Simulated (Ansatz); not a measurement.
# CH₃FOSeSi: up Jacob's ladder to CCSD(T)

Aim: compute CH₃FOSeSi with functionals from several rungs and with coupled cluster. The yardstick is the atomisation energy at the CCSD(T) limit.

Computed with Ansatz 0.2.0, Gaussian basis. Level: functionals in def2-TZVPP, the program's frozen cores in correlated methods.

Plan: PBE-D4, r2SCAN-D4, PBE0-D4, B3LYP-D4, ωB97X-V, ωB97M-V, B2PLYP; CCSD(T)/def2-TZVPP; MP2/def2-QZVPP; extrapolation to the limit.

## 1. The relaxed structure

An earlier PBE0-D4 in a triple-zeta def2 set relaxation fixed the geometry.

SMILES `F[Si]1([SeH])CO1`, 8 atoms, charge 0, spin multiplicity 1.

Atoms are counted from 1 here; the program's logs count them from 0.

Bond lengths: F1–Si2 1.585 Å, Si2–Se3 2.237 Å, Si2–C4 1.789 Å, Si2–O5 1.629 Å, Se3–H6 1.469 Å, C4–O5 1.515 Å, C4–H7 1.088 Å, C4–H8 1.087 Å. Angles: F1–Si2–Se3 108.9°, F1–Si2–C4 120.6°, F1–Si2–O5 119.4°, Se3–Si2–C4 127.7°, Se3–Si2–O5 116.0°, C4–Si2–O5 52.4°, Si2–Se3–H6 91.5°, Si2–C4–O5 58.4°, Si2–C4–H7 121.7°, Si2–C4–H8 123.3°, O5–C4–H7 111.8°, O5–C4–H8 112.0°, H7–C4–H8 113.6°, Si2–O5–C4 69.3°.

As a file:

| atom | x (Å) | y (Å) | z (Å) |
| --- | --- | --- | --- |
| F1 | -1.2173 | 0.0151 | 1.4950 |
| Si2 | -0.1695 | 0.2201 | 0.3238 |
| Se3 | 1.5957 | 1.3396 | 1.1193 |
| C4 | -0.2564 | -0.7768 | -1.1596 |
| O5 | -0.6964 | 0.6729 | -1.1502 |
| H6 | 1.3336 | 0.8618 | 2.4838 |
| H7 | -1.0898 | -1.4497 | -1.3487 |
| H8 | 0.5921 | -0.9399 | -1.8190 |

## 2. PBE-D4 (GGA)

in.yaml reads:

```yaml
crystal:
  periodic: [false, false, false]
  atoms:
    - {symbol: F, position_ang: [-1.217297, 0.015062, 1.495006]}
    - {symbol: Si, position_ang: [-0.169526, 0.220053, 0.323759]}
    - {symbol: Se, position_ang: [1.595675, 1.339589, 1.119267]}
    - {symbol: C, position_ang: [-0.256379, -0.776804, -1.159604]}
    - {symbol: O, position_ang: [-0.696350, 0.672882, -1.150193]}
    - {symbol: H, position_ang: [1.333621, 0.861797, 2.483762]}
    - {symbol: H, position_ang: [-1.089770, -1.449731, -1.348708]}
    - {symbol: H, position_ang: [0.592127, -0.939947, -1.818988]}
basis:
  gaussian: {orbitals: def2-TZVPP}
hamiltonian: {xc: pbe, dispersion: d4}
output: {forces: true, orbitals: {seedname: orbitals}}
```

Launch:

```console
ansatz run in.yaml --threads 4 --pin off --events-out ev --progress --plain --max-ram 10444MiB
```

The runs that follow: r2SCAN-D4 (meta-GGA); PBE0-D4 (hybrid); B3LYP-D4 (hybrid); ωB97X-V (range-separated); ωB97M-V (range-separated); B2PLYP (double hybrid); CCSD(T) in def2-TZVPP; MP2 in def2-QZVPP.

Before running them: what should the planned runs give, taken together? Wanted: atomisation energy, CCSD(T)/CBS; farthest; mean size of error, hybrid; mean size of error, range-separated; gap, smallest and largest; T1 diagnostic; triples share of the correlation energy.

**Answer**, as computed:

| quantity | value |
| --- | --- |
| atomisation energy, CCSD(T)/CBS | 2995.8 kJ/mol |
| functionals within 30.0 kJ/mol (1.0 %) | r2SCAN-D4, PBE0-D4, ωB97X-V, ωB97M-V |
| farthest | PBE-D4 (+62.1 kJ/mol) |
| mean size of error, hybrid | 31.0 kJ/mol |
| mean size of error, range-separated | 7.5 kJ/mol |
| gap, smallest and largest | 4.82 eV (PBE-D4), 11.42 eV (ωB97X-V) |
| T1 diagnostic | 0.0119 |
| triples share of the correlation energy | 3.7 % |

In words: PBE-D4 is off by +62.1 kJ/mol. Double hybrids carry the basis error of their MP2 part in triple zeta, and no dispersion term here, so their miss is partly the set-up's. The reference freezes the cores and leaves out relativity and excitations past (T), and its outer-core shells are covered unevenly, so misses under about 30.0 kJ/mol can't be ranked. All levels share the lack of spin-orbit coupling, which lowers the free heavy atoms and so the true binding. Hartree-Fock recovers 68 % of the binding; the rest is correlation. The gap grows from 4.8 to 11.4 eV across the functionals, mostly with the share of exact exchange. Correlated methods include outer-core shells of Se, which these sets cover unevenly.
